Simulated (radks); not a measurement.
# Exchange and kinetic functionals tested on atomic densities: He, Cl⁵⁺, Eu⁺, Ru³⁺, Se⁴⁺, Yb

Aim: take each self-consistent density and evaluate many functionals on it, against the exact exchange and kinetic energies of the same orbitals. Every spin shell is full or empty, so the densities are truly spherical.

The numbers are computed with radks (a radial shooting solver on a logarithmic mesh, Libxc functionals) version 1 (non-relativistic Kohn-Sham, PBE, spin-polarised, spherical densities, point nucleus; open shells are filled with parallel spins first), except any that are marked as measured or tabulated.

### Step 1. The atom as given

```
species : He ([He]), Cl⁵⁺ ([Ne] 3s2), Eu⁺ ([Xe] 4f7 6s1), Ru³⁺ ([Kr] 4d5), Se⁴⁺ ([Ar] 3d10 4s2), Yb ([Xe] 4f14 6s2)
```

### Step 2. He, [He]

The run's settings:

```text
Z 2
configuration [He]
relativity non-relativistic
functional pbe,pbe
spin polarised
nucleus point
```

### Step 3. Cl⁵⁺, [Ne] 3s2

The run's settings:

```text
Z 17
configuration [Ne] 3s2
relativity non-relativistic
functional pbe,pbe
spin polarised
nucleus point
```

### Step 4. Eu⁺, [Xe] 4f7 6s1

The run's settings:

```text
Z 63
configuration [Xe] 4f7 6s1
relativity non-relativistic
functional pbe,pbe
spin polarised
nucleus point
```

### Step 5. Ru³⁺, [Kr] 4d5

The run's settings:

```text
Z 44
configuration [Kr] 4d5
relativity non-relativistic
functional pbe,pbe
spin polarised
nucleus point
```

### Step 6. Se⁴⁺, [Ar] 3d10 4s2

The run's settings:

```text
Z 34
configuration [Ar] 3d10 4s2
relativity non-relativistic
functional pbe,pbe
spin polarised
nucleus point
```

### Step 7. Yb, [Xe] 4f14 6s2

The run's settings:

```text
Z 70
configuration [Xe] 4f14 6s2
relativity non-relativistic
functional pbe,pbe
spin polarised
nucleus point
```

Before running it: what results should come out? Wanted: for each run, error in magnitude; He; Cl⁵⁺; Eu⁺; Ru³⁺; Se⁴⁺; Yb.

**Answer**, as computed:

```tsv
error in magnitude (%)	He	Cl⁵⁺	Eu⁺	Ru³⁺	Se⁴⁺	Yb
exchange, LDA	-13.63	-8.13	-4.20	-5.18	-5.62	-3.79
exchange, PBEsol	-5.35	-3.54	-1.90	-2.41	-2.49	-1.63
exchange, revPBE	+0.66	-0.08	-0.13	-0.31	-0.10	+0.02
exchange, PW91	-0.51	-0.11	+0.17	-0.05	+0.12	+0.33
exchange, PW86	+1.12	+0.57	-0.14	-0.16	+0.19	-0.05
exchange, SOGGA	-5.56	-3.58	-1.91	-2.43	-2.51	-1.64
exchange, TPSS	+0.66	+0.24	-0.23	-0.26	+0.02	-0.13
exchange, r2SCAN	+0.68	-0.04	-0.04	-0.09	+0.03	+0.05
exchange, TASK	+0.68	-3.11	-1.98	-2.31	-2.45	-1.79
kinetic, Thomas-Fermi	-11.25	-7.24	-5.01	-5.49	-6.03	-4.89
kinetic, von Weizsacker	-0.00	-39.08	-61.50	-56.60	-52.59	-62.92
kinetic, TF + vW	+88.75	+53.68	+33.48	+37.91	+41.38	+32.19
kinetic, TF + vW/9	-0.13	-0.47	-0.74	-0.67	-0.76	-0.77
kinetic, revAPBEK	+0.38	+0.70	+0.19	+0.34	+0.30	+0.13
kinetic, Thakkar	-0.13	+0.00	-0.73	-0.51	-0.50	-0.81
kinetic, Pearson	-4.91	-1.53	-0.93	-0.95	-1.14	-0.94
kinetic, LKT	+58.84	+30.82	+17.48	+20.21	+22.36	+16.70
kinetic, DePristo-Kress	-0.41	+0.11	-0.20	-0.06	-0.11	-0.26
```

Negative means that the magnitude is too small. For exchange the mean absolute error is least for r2SCAN (0.15 %) and largest for LDA (6.76 %). Among the orbital-free kinetic functionals DePristo-Kress (0.19 %) does best and TF + vW (47.90 %) worst. The functionals are evaluated on one density each, not self-consistently.
